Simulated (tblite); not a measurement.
# C4H12NPSi2: the cost of one run

Computed with tblite 0.8.0 and PySCF 2.14.0, with density-fitted response routines of our own, on a single molecule in the gas phase. Atoms are numbered from 0 throughout.

## Step 1: The starting structure

20 atoms, charge 0, multiplicity 1; geometry from: force field or distance geometry start.

Bonds of the start (Å): C0–C1 1.47, C1–C2 1.20, C2–C3 1.47, C3–Si4 1.88, Si4–N5 1.71, N5–Si6 1.68, Si6–P7 2.20, C0–H8 1.10, C0–H9 1.08, C0–H10 1.10, C3–H11 1.11, C3–H12 1.08, Si4–H13 1.47, Si4–H14 1.48, N5–H15 1.02, Si6–H16 1.48, Si6–H17 1.48, P7–H18 1.41, P7–H19 1.41.

## Step 2: Geometry optimisation with GFN2-xTB

What the job is given:

```
{"job": {"kind": "relax", "xc": "GFN2-xTB", "basis": "xTB"}, "charge": 0, "multiplicity": 1}
C      3.986300     1.037000    -0.183700
C      2.936400     0.019000    -0.066200
C      2.100300    -0.832100     0.047900
C      1.056800    -1.864400     0.152600
Si    -0.597700    -1.248900     0.786900
N     -1.273700    -0.095200    -0.275300
Si    -2.722500     0.499800     0.345800
P     -3.366900     2.026200    -1.104700
H      4.151000     1.539200     0.775500
H      4.920800     0.596600    -0.501300
H      3.685000     1.795100    -0.919400
H      1.408900    -2.656400     0.844400
H      0.909400    -2.348200    -0.804800
H     -0.421100    -0.620300     2.109200
H     -1.544300    -2.374700     0.902100
H     -0.619800     0.678100    -0.371200
H     -3.737600    -0.573200     0.423900
H     -2.492100     1.152600     1.651700
H     -3.684100     1.132100    -2.154300
H     -4.700200     2.148500    -0.647200
```

Command:

```
OMP_NUM_THREADS=1 python probes_run.py task.json out
```

One launch serves the whole session: the jobs run in the order shown.

**Question.** How long does this first job take on 1 thread of Arm Neoverse V1, shared host, and how much memory does it need?

About 1.4 s, with a peak of 0.18 GiB.
